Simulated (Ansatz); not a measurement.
# C4H4Si: taking an electron away

How much energy removes an electron from C4H4Si at fixed geometry? The cation is run at each level and the neutral's energy taken from earlier runs.

Computed with Ansatz 0.2.0, Gaussian basis. Level: unrestricted cation, the program's frozen cores in correlated methods.

Levels to be run: UKS PBE-D4/def2-TZVPP; UKS r2SCAN-D4/def2-TZVPP; UKS PBE0-D4/def2-TZVPP; UKS B3LYP-D4/def2-TZVPP; UKS wB97X-V/def2-TZVPP; UKS wB97M-V/def2-TZVPP; UKS B2PLYP/def2-TZVPP; UHF-CCSD(T)/def2-TZVPP; UHF-MP2/def2-QZVPP; extrapolation to the limit; then −ε(HOMO) from the neutral's earlier runs with LDA (SPW92), PBE-D4, revPBE-D4, BLYP-D4, r2SCAN-D4, B97M-V, PBE0-D4, B3LYP-D4, r2SCANh-D4, r2SCAN0-D4, HSE06-D4, BHLYP-D4, CAM-B3LYP-D4, LC-ωPBE, ωB97X-V, ωB97M-V.

**1. The geometry**

The geometry comes from an earlier relaxation with PBE0-D4 in a triple-zeta def2 set; it is a stationary point, not always the lowest conformer.

SMILES `C#C[SiH2]C#C`, 9 atoms, charge 0, spin multiplicity 1.

Atoms are counted from 1 here; the program's logs count them from 0.

Bond lengths: C1–C2 1.205 Å, C1–H6 1.066 Å, C2–Si3 1.821 Å, Si3–C4 1.821 Å, Si3–H7 1.481 Å, Si3–H8 1.481 Å, C4–C5 1.205 Å, C5–H9 1.066 Å. Angles: C2–C1–H6 179.8°, C1–C2–Si3 179.3°, C2–Si3–C4 109.7°, C2–Si3–H7 109.3°, C2–Si3–H8 109.3°, C4–Si3–H7 109.3°, C4–Si3–H8 109.3°, H7–Si3–H8 109.9°, Si3–C4–C5 179.3°, C4–C5–H9 179.8°.

**2. Cation, UKS PBE-D4/def2-TZVPP**

in.yaml reads:

```yaml
crystal:
  periodic: [false, false, false]
  atoms:
    - {symbol: C, position_ang: [1.986064, -0.068009, 1.693040]}
    - {symbol: C, position_ang: [1.245019, -0.318184, 0.775771]}
    - {symbol: Si, position_ang: [0.139517, -0.713752, -0.616364]}
    - {symbol: C, position_ang: [-1.252921, 0.459594, -0.648381]}
    - {symbol: C, position_ang: [-2.180563, 1.228677, -0.681707]}
    - {symbol: H, position_ang: [2.639623, 0.155608, 2.505083]}
    - {symbol: H, position_ang: [0.896061, -0.611380, -1.885802]}
    - {symbol: H, position_ang: [-0.384559, -2.089255, -0.450097]}
    - {symbol: H, position_ang: [-2.999844, 1.910302, -0.708643]}
basis:
  gaussian: {orbitals: def2-TZVPP}
total_charge: 1
magnetization: {spin_polarized: true, initial_magnetization: 1}
hamiltonian: {xc: pbe, dispersion: d4}
```

Launch:

```console
ansatz run in.yaml --threads 2 --pin off --events-out ev --progress --plain --max-ram 32768MiB --backend cpu
```

The runs that follow: Cation, UKS r2SCAN-D4/def2-TZVPP; Cation, UKS PBE0-D4/def2-TZVPP; Cation, UKS B3LYP-D4/def2-TZVPP; Cation, UKS wB97X-V/def2-TZVPP; Cation, UKS wB97M-V/def2-TZVPP; Cation, UKS B2PLYP (frozen core)/def2-TZVPP; Cation, UHF-CCSD(T)/def2-TZVPP; Cation, UHF-MP2/def2-QZVPP.

**Question.** What will the summary of the whole plan be? Wanted: ionisation energy, CCSD(T)/CBS; nearest functional by difference; nearest −ε(HOMO); −ε(HOMO) of PBE; T1 of the cation.

**Answer**, as computed:

| quantity | value |
| --- | --- |
| ionisation energy, CCSD(T)/CBS | 10.98 eV |
| nearest functional by difference | ωB97X-V (-0.34 eV) |
| nearest −ε(HOMO) | LC-ωPBE (+0.03 eV) |
| −ε(HOMO) of PBE | 7.04 eV |
| T1 of the cation | 0.039 |

In words: By cation minus neutral, the functionals miss by 1.19 eV at most. −ε(HOMO) of PBE misses by 3.9 eV, since self-interaction lifts the level. Among orbital estimates LC-ωPBE comes nearest. Hartree-Fock falls 1.56 eV short, as the neutral has more correlation energy than the cation. The cation's T1 (from the report) is 0.039, near the customary mark of 0.045 for open shells, so the coupled-cluster value is less safe. The cation may have settled in a state other than its lowest; no search over hole states beyond the program's own was made.
